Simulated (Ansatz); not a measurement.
Write the native input for Ansatz 0.2.0 that does the following.

```yaml
Task: single point
Functional: PBE
Potentials_or_basis: all-electron LAPW, scalar-relativistic
Cutoff: 267 eV (chosen from the basis error)
Basis_error_allowed: 0.001 eV/atom
k_mesh: 10 × 10 × 1
Occupations: fermi-dirac, width 0.05 eV
Spin: no spin polarisation
```

The system is Pd, a slab with vacuum.

```
CELL_PARAMETERS angstrom
2.75050 0.00000 0.00000
0.00000 2.75050 0.00000
0.00000 0.00000 24.72450
ATOMIC_POSITIONS crystal
Pd 0.50000 0.50000 0.30334
Pd 0.00000 0.00000 0.38201
Pd 0.50000 0.50000 0.46067
Pd 0.00000 0.00000 0.53933
Pd 0.50000 0.50000 0.61799
Pd 0.00000 0.00000 0.69666
```

The slab is cut from a database's or a generator's crystal, which needn't be the stable form of the element.

The cell isn't the ideal one: the (1 0 0) slab of Pd, cut from the database cell, not relaxed.

These files were run (other wordings do the same):

input.yaml

```yaml
crystal:
  lattice:
    - [2.7505039575, 0.0, 0.0]
    - [0.0, 2.7505039575, 0.0]
    - [0.0, 0.0, 24.7245]
  atoms:
    - { symbol: Pd, position: [0.5, 0.5, 0.3033428381] }
    - { symbol: Pd, position: [0.0, 0.0, 0.3820057028] }
    - { symbol: Pd, position: [0.5, 0.5, 0.4606685676] }
    - { symbol: Pd, position: [0.0, 0.0, 0.5393314324] }
    - { symbol: Pd, position: [0.5, 0.5, 0.6179942972] }
    - { symbol: Pd, position: [0.0, 0.0, 0.6966571619] }
kpoints:
  mp_grid: { grid: [10, 10, 1] }
scf:
  occupations: { method: fermi_dirac, width: 0.05 }
hamiltonian:
  xc: pbe
  pseudopotentials: { kind: all_electron, lapw: { basis_error: 0.001 } }
output:
  forces: true
  stress: true
  eigenvalues: true
  populations: true
```

Potentials or basis: all-electron LAPW, scalar-relativistic.

Command:

```bash
$ ansatz run input.yaml --threads 8 --pin off --max-ram 28672MiB --backend cpu --events-out ev --progress --plain --runs-dir out
```

Results of the run:

* Largest force: 0.219 eV/Å
* Band gap on the k mesh: none (metal or under the smearing width)
* Work function: 5.08 eV

Run time: 38 s on 8 threads of Intel(R) Xeon(R) Processor @ 2.50GHz (Skylake/Cascade Lake), with other jobs on the host, peak memory 1.4 GiB.
